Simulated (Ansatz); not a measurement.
This script drives Ansatz 0.2.0 through its Python package.

`luzr_luzr.vasp`
```text
LuZr
1.0
   3.37173178    0.00000000    0.00000000
  -1.68586589    2.92000537    0.00000000
   0.00000000    0.00000000    5.26147191
Lu Zr
1 1
Direct
   0.00000000    0.00000000    0.00000000
   0.33333333    0.66666667    0.50000000
```

Input file `luzr_lu.cif`:
```cif
data_Lu
_cell_length_a 3.503100
_cell_length_b 3.503100
_cell_length_c 5.550900
_cell_angle_alpha 90.00000
_cell_angle_beta 90.00000
_cell_angle_gamma 120.00000
_symmetry_space_group_name_H-M 'P 1'
_symmetry_Int_Tables_number 1
loop_
_symmetry_equiv_pos_as_xyz
'x, y, z'
loop_
_atom_site_label
_atom_site_type_symbol
_atom_site_fract_x
_atom_site_fract_y
_atom_site_fract_z
Lu1 Lu    0.333333    0.666667    0.250000
Lu2 Lu    0.666667    0.333333    0.750000
```

Contents of `luzr_zr.extxyz`:
```text
2
Lattice="3.232 0.0 0.0 -1.616 2.7989941 0.0 0.0 0.0 5.147" Properties=species:S:1:pos:R:3 pbc="T T T"
Zr   -0.00000000    1.86599607    1.28675000
Zr    1.61600000    0.93299803    3.86025000
```

`formation_luzr.py`:
```python
"""Heat of formation of LuZr at zero temperature, after relaxing cells and atoms."""

from collections import Counter
import warnings

import ansatz as az
from ase.io import read
import numpy as np

CUTOFF_EV = 550
KSPACING = 0.14
SMEARING = "fermi_dirac"
SIGMA = 0.05


def run_phase(name, crystal):
    calc = (
        crystal.calculation()
        .functional(az.Functional.R2SCAN)
        .basis(CUTOFF_EV)
        .kpoints(spacing=KSPACING)
        .occupations(SMEARING, width=SIGMA)
        .stress()
    )
    calc = calc.relax(force_tolerance=0.02, cell=True)
    return calc.run(threads=1, pin="off")


def counts(outcome):
    return Counter(site.symbol for site in outcome.lattice.sites)

def formation_energy(outcome, mu):
    n = counts(outcome)
    return (outcome.report["energy_sigma0_ev"] - sum(k * mu[element] for element, k in n.items())) / sum(n.values())


def volume_per_atom(outcome):
    return abs(np.linalg.det(outcome.lattice.cell_ang)) / len(outcome.lattice.sites)


def main() -> None:
    warnings.simplefilter("ignore")

    phases = {}
    atoms = read("luzr_luzr.vasp", format="vasp")
    luzr = az.Crystal.from_ase(atoms)
    phases["LuZr"] = luzr
    atoms = read("luzr_lu.cif")
    lu = az.Crystal.from_ase(atoms)
    phases["Lu"] = lu
    zr = az.Crystal.from_extxyz("luzr_zr.extxyz")
    phases["Zr"] = zr

    done = {name: run_phase(name, crystal) for name, crystal in phases.items()}

    # chemical potentials of the elements at zero temperature
    references = {"Lu": "Lu", "Zr": "Zr"}
    mu = {element: done[name].report["energy_sigma0_ev"] / len(done[name].lattice.sites) for element, name in references.items()}

    target = done["LuZr"]
    heat = formation_energy(target, mu)
    rows = [(name, len(o.lattice.sites), volume_per_atom(o), formation_energy(o, mu)) for name, o in done.items()]
    print("| phase | atoms | V (A^3/atom) | E_form (eV/atom) |")
    print("| --- | --- | --- | --- |")
    for row in rows:
        print(f"| {row[0]} | {row[1]:d} | {row[2]:.3f} | {row[3]:.4f} |")


if __name__ == "__main__":
    main()
```

It is started by `python formation_luzr.py`. Estimate its wall time and peak memory on 1 thread of Arm Neoverse V1 (shared host).

It took about 6.5 min, with a peak of 0.82 GiB, for 3 runs of the engine.

```console
$ python formation_luzr.py
| phase | atoms | V (A^3/atom) | E_form (eV/atom) |
| --- | --- | --- | --- |
| LuZr | 2 | 25.776 | 0.0377 |
| Lu | 2 | 28.996 | 0.0000 |
| Zr | 2 | 23.498 | 0.0000 |
```

Reading the output:
- The run is spin-unpolarised.
- The cells come from databases of deposited and of computed structures, and not all need be stable phases.
- The compound is the structure given, not necessarily its lowest; energies are at zero temperature, with no correction for gases. A semilocal functional's error on such energies is often 0.05 to 0.1 eV an atom, and 0.1 to 0.3 eV against gases such as O2 or F2.
